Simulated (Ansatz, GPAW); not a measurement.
## A script for FeBrF (PBE in single-zeta orbitals)

These are simulated results from GPAW 26.7.0, not measurements. The cell was built from a prototype and was relaxed with r2SCAN in plane waves (Ansatz 0.2.0). It may be hypothetical. It is a single sheet, repeated along a and b, with vacuum along c. All runs are without spin polarisation, and a magnetic state may lie lower.

The sheet's in-plane cell has a = 3.279 Å, b = 3.279 Å (γ = 120.0°), and its outermost atoms lie 2.59 Å apart along the normal. Fe has 3 F at 2.26 Å and 3 Br at 2.33 Å; F has 3 Fe at 2.26 Å; Br has 3 Fe at 2.33 Å.

The basis is minimal: single zeta, one radial function for each shell that the log's basis lists. It describes the filled bands fairly and the empty ones poorly.

Input script:

```python
import json
from ase import Atoms
from gpaw import GPAW, PW, FermiDirac

atoms = Atoms(['Fe', 'F', 'Br'],
              cell=[[3.278553, -0.0, -0.0], [-1.639277, 2.83931, -0.0], [-0.0, -0.0, 29.259517]],
              scaled_positions=[[0.333333, 0.666667, 0.308807], [0.666667, 0.333333, 0.351309], [0.666667, 0.333333, 0.26266]],
              pbc=True)
calc = GPAW(mode='lcao', basis='sz(dzp)', h=0.2, xc='PBE', kpts={'size': (6, 6, 1), 'gamma': True},
            occupations=FermiDirac(0.02), maxiter=100, legacy_gpaw=True, txt='gpaw.txt')
atoms.calc = calc
res = {'energy': atoms.get_potential_energy(force_consistent=True)}
res['electrons'] = calc.get_number_of_electrons()
res['k'] = calc.get_ibz_k_points().tolist()
res['levels'] = [calc.get_eigenvalues(kpt=i).tolist() for i in range(len(res['k']))]
points = [[0.0, 0.0, 0.0], [0.5, 0.0, 0.0], [0.333333, 0.333333, 0.0], [0.0, 0.296875, 0.0], [0.166667, 0.166667, 0.0]]
bands = calc.fixed_density(kpts=points, symmetry='off', txt='bands.txt')
res['points'] = [bands.get_eigenvalues(kpt=i).tolist() for i in range(len(points))]
json.dump(res, open('results.json', 'w'))
print('free energy (eV):', round(res['energy'], 5))
```

Command: `python run.py`. It took 6.9 s on 1 thread of Arm Neoverse V1, with other jobs on the host, peak memory 0.21 GiB.

The log gpaw.txt, trimmed of paths, versions and times, then the last line on the terminal. An iter line gives the energy in eV and the logarithms of the changes of orbitals (plane waves alone) and density (c: converged):

```
___ ___ ___ _ _ _
 |   |   |_  | | | |

 | | | | | . | | | |

 |__ |  _|___|_____|  26.7.0
 |___|_|

Input parameters:
  basis: sz(dzp)
  h: 0.2
  kpts: {gamma: True,
         size: (6, 6, 1)}
  maxiter: 100
  mode: lcao
  occupations: {fixmagmom: False,
                name: fermi-dirac,
                width: 0.02}
  xc: PBE

System changes: positions, numbers, cell, pbc, initial_charges, initial_magmoms

Initialize ...

species:
  Fe:
    name:    Iron
    Z:       26.0
    valence: 8
    core:    18
    charge:  0.0  # [|e|]
    compensation charges:
      type: gauss
      rc: 0.33  # [Å]
      lmax: 2
    cutoffs:
      filter: 2.06  # [Å]
      core: 2.67  # [Å]
    projectors
    | kind |    occ | energy [eV] | rcut [Å] |

    |------|--------|-------------|----------|

    |   4s |  2.000 |      -5.291 |    1.164 |

    |   4p |  0.000 |      -1.326 |    1.058 |

    |   3d |  6.000 |      -7.505 |    1.058 |

    |    s |        |      21.920 |    1.164 |

    |    p |        |      25.885 |    1.058 |

    |    d |        |      19.706 |    1.058 |

    LCAO basis set for Fe:
      Name: sz(dzp)
      Number of radial functions: 2
      Number of spherical harmonics: 6
        l=0, rc=8.9688 Bohr: 4s-sz confined orbital
        l=2, rc=5.1719 Bohr: 3d-sz confined orbital
      Number of RI-basis functions 0

  F:
    name:    Fluorine
    Z:       9.0
    valence: 7
    core:    2
    charge:  0.0  # [|e|]
    compensation charges:
      type: gauss
      rc: 0.20  # [Å]
      lmax: 2
    cutoffs:
      filter: 1.14  # [Å]
      core: 0.74  # [Å]
    projectors
    | kind |    occ | energy [eV] | rcut [Å] |

    |------|--------|-------------|----------|

    |   2s |  2.000 |     -29.898 |    0.635 |

    |   2p |  5.000 |     -11.110 |    0.635 |

    |    s |        |      -2.687 |    0.635 |

    |    p |        |      16.102 |    0.635 |

    |    d |        |       0.000 |    0.635 |

    LCAO basis set for F:
      Name: sz(dzp)
      Number of radial functions: 2
      Number of spherical harmonics: 4
        l=0, rc=3.8594 Bohr: 2s-sz confined orbital
        l=1, rc=4.8750 Bohr: 2p-sz confined orbital
      Number of RI-basis functions 0

  Br:
    name:    Bromine
    Z:       35.0
    valence: 7
    core:    28
    charge:  0.0  # [|e|]
    compensation charges:
      type: gauss
      rc: 0.35  # [Å]
      lmax: 2
    cutoffs:
      filter: 1.98  # [Å]
      core: 2.38  # [Å]
    projectors
    | kind |    occ | energy [eV] | rcut [Å] |

    |------|--------|-------------|----------|

    |   4s |  2.000 |     -20.121 |    1.111 |

    |   4p |  5.000 |      -7.861 |    1.111 |

    |    s |        |       7.091 |    1.111 |

    |    p |        |      19.351 |    1.111 |

    |    d |        |       0.000 |    1.111 |

    LCAO basis set for Br:
      Name: sz(dzp)
      Number of radial functions: 2
      Number of spherical harmonics: 4
        l=0, rc=5.3594 Bohr: 4s-sz confined orbital
        l=1, rc=6.8125 Bohr: 4p-sz confined orbital
      Number of RI-basis functions 0

Reference energy: -108235.783114  # eV

Spin-paired calculation

Convergence criteria:
 Maximum [total energy] change in last 3 cyles: 0.0005 eV / valence electron
 Maximum integral of absolute [dens]ity change: 0.0001 electrons / valence electron
 Maximum integral of absolute [eigenst]ate change: 4e-08 eV^2 / valence electron
 Maximum number of scf [iter]ations: 100
 (Square brackets indicate name in SCF output, whereas a 'c' in
 the SCF output indicates the quantity has converged.)

Symmetries present (total): 1

  ( 1  0  0)
  ( 0  1  0)
  ( 0  0  1)

36 k-points: 6 x 6 x 1 Monkhorst-Pack grid + [1/12,1/12,0.000000]
20 k-points in the irreducible part of the Brillouin zone
       k-points in crystal coordinates                weights
   0:     0.00000000    0.00000000    0.00000000          1/36
   1:     0.00000000    0.16666667    0.00000000          2/36
   2:     0.00000000    0.33333333    0.00000000          2/36
   3:     0.00000000    0.50000000    0.00000000          1/36
   4:     0.16666667   -0.33333333    0.00000000          2/36
   5:     0.16666667   -0.16666667    0.00000000          2/36
   6:     0.16666667    0.00000000    0.00000000          2/36
   7:     0.16666667    0.16666667    0.00000000          2/36
   8:     0.16666667    0.33333333    0.00000000          2/36
   9:     0.16666667    0.50000000    0.00000000          2/36
          ...
  19:     0.50000000    0.50000000    0.00000000          1/36

Wave functions: LCAO
  Diagonalizer: Serial LAPACK
  Atomic Correction: dense with blas
  Data-type: complex

Occupation numbers: Fermi-Dirac:
  width: 0.0200  # eV

Eigensolver
   LCAO using direct dense diagonalizer

Densities:
  Coarse grid: 16*16*148 grid
  Fine grid: 32*32*296 grid
  Total Charge: 0.000000

Density mixing:
  Method: separate
  Backend: msr1
  Linear mixing parameter: 0.05
  old densities: 10
  Width of damping distribution: 1.1
  Damping of long wavelength oscillations: 20

Hamiltonian:
  XC and Coulomb potentials evaluated on a 32*32*296 grid
  Using the PBE Exchange-Correlation functional
  Interpolation: tri-quintic (5. degree polynomial)
  Poisson solver: FastPoissonSolver using
    Stencil: 8*3+1=25 point O(h^6) finite-difference Laplacian
    FFT axes: [np.int64(0), np.int64(1), np.int64(2)]
    FST axes: []

XC parameters: PBE with 2 nearest neighbor stencil

Memory estimate:
  Process memory now: 144.21 MiB
  Calculator: 29.32 MiB
    Density: 21.65 MiB
      Arrays: 7.52 MiB
      Localized functions: 8.36 MiB
      Mixer: 5.78 MiB
    Hamiltonian: 5.55 MiB
      Arrays: 4.91 MiB
      XC: 0.00 MiB
      Poisson: 0.00 MiB
      vbar: 0.64 MiB
    Wavefunctions: 2.12 MiB
      C [qnM]: 0.06 MiB
      S, T [2 x qmm]: 0.12 MiB
      P [aqMi]: 0.01 MiB
      BasisFunctions: 1.92 MiB
      Eigensolver: 0.00 MiB

Total number of cores used: 1

Number of atoms: 3
Number of atomic orbitals: 14
Number of bands in calculation: 14
Number of valence electrons: 22
Bands to converge: occupied
Positions:
   0 Fe    -0.000002    1.892874    9.035544    ( 0.0000,  0.0000,  0.0000)
   1 F      1.639278    0.946436   10.279132    ( 0.0000,  0.0000,  0.0000)
   2 Br     1.639278    0.946436    7.685305    ( 0.0000,  0.0000,  0.0000)

Unit cell:
           periodic     x           y           z      points  spacing
  1. axis:    yes    3.278553   -0.000000   -0.000000    16     0.1775
  2. axis:    yes   -1.639277    2.839310   -0.000000    16     0.1775
  3. axis:    yes   -0.000000   -0.000000   29.259517   148     0.1977

  Lengths:   3.278553   3.278553  29.259517
  Angles:   90.000000  90.000000 120.000009

Effective grid spacing dv^(1/3) = 0.1930

iter:   1   -12.452114        c
iter:   2    -9.987239        c -0.92
iter:   3    -8.450659        c -1.08
iter:   4    -7.674421        c -1.25
iter:   5    -7.491529        c -1.38
iter:   6    -7.403434        c -1.50
iter:   7    -7.272894        c -1.82
iter:   8    -7.253059        c -2.08
iter:   9    -7.230684        c -2.26
iter:  10    -7.230995        c -2.88
iter:  11    -7.230363c       c -2.96
iter:  12    -7.230249c       c -3.35
iter:  13    -7.230222c       c -3.68
iter:  14    -7.230222c       c -4.96c

Converged after 14 iterations.

Energy contributions relative to reference atoms: (reference = -108235.783114)

Kinetic:       +192.961390
Potential:     -165.787082
External:        +0.000000
XC:             -34.925500
Entropy (-ST):   -0.000353
Local:           +0.521146
SIC:             +0.000000
--------------------------
Free energy:     -7.230398
Extrapolated:    -7.230222

Showing only first 2 kpts
 Kpt  Band  Eigenvalues  Occupancy
  0     9     -1.40212    2.00000
  0    10     -1.39980    2.00000
  0    11     -0.71550    0.00000
  0    12     -0.71492    0.00000

  1     9     -1.37292    2.00000
  1    10     -1.32212    1.99999
  1    11     -0.84629    0.00003
  1    12     -0.73257    0.00000

Fermi level: -1.06927

Gap: 0.253 eV
Transition (v -> c):
  (s=0, k=15, n=10, [0.33, 0.50, 0.00]) -> (s=0, k=2, n=11, [0.00, 0.33, 0.00])
Direct/indirect transitions are different
Direct gap: 0.294 eV
Transition at: (s=0, k=2, n=10, [0.00, 0.33, 0.00])

free energy (eV): -7.2304
```

The gap in the log is over the mesh alone; results.json adds the listed points. PBE in single-zeta orbitals gives a gap of 0.25 eV. On the same cell, plane-wave PBE (Ansatz, 12×12×1 k points and the special points) gives a gap of 0.22 eV and r2SCAN a gap of 0.84 eV; on shared hosts these took about 15 and 38 core-seconds on the 3-atom cell, against 6.9 for the script. Semilocal gaps usually lie below measured ones.

The runs are scalar-relativistic, without spin-orbit coupling.
